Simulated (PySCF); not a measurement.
# BeC+: from the state search to spectroscopic constants

One table from this session's results is given with a row withheld; the runs are named, their logs left out.

Program: PySCF 2.14.0. Level of theory: Be aug-pcseg-1, C aug-pcseg-1, no relativity. These are calculated values, not measurements.

Set-up of the first run:

Settings of the job:

| Quantity | Value |
| --- | --- |
| atoms | Be, C |
| charge | 1 |
| basis | Be aug-pcseg-1, C aug-pcseg-1 |
| Hamiltonian | no relativity |
| basis functions | 36 |
| electrons treated | 9 |
| masses in u | 9.0122, 12.0000 |
| levels | PBE0, PBE, r²SCAN, PW91, r²SCAN0, r²SCANh, ωB97X, HF, MP2, SCS-MP2, CCSD, CCSD(T) |
| grid | 80 radial by 434 angular points |
| occupations | held fixed by the projection of orbital angular momentum |
| dissociation limit | Be+ + C, each in its ground configuration |
| starting distance in angstrom | 1.770 |
| values of 2S to try | 1, 3 |

Among the steps run: Input; The PBE0 curve of the state that the search chose; Excited determinants; PBE (GGA); r²SCAN (meta-GGA); PW91 (GGA); r²SCAN0 (hybrid meta-GGA); r²SCANh (hybrid meta-GGA); ωB97X (range-separated hybrid); UHF (mean field); Correlated methods on the Hartree–Fock reference.

One table of the session follows, with a row left open; its other results are not shown here.

Differences from CCSD(T) in the same basis:

```
      level  Re (mÅ)  ωe (%)
        UHF      -24    +7.8
    UHF-MP2        ?       ?
UHF-SCS-MP2      -12    +3.4
   UHF-CCSD       -4    +1.3
        PBE       +2    -1.3
       PW91        0    -1.0
     r²SCAN       -5    +1.3
    r²SCANh       -9    +2.5
       PBE0      -14    +3.2
    r²SCAN0      -16    +4.1
      ωB97X      -13    +3.8
```

**Question.** Estimate the row for UHF-MP2.

As computed: Re (mÅ): -9; ωe (%): +3.4.
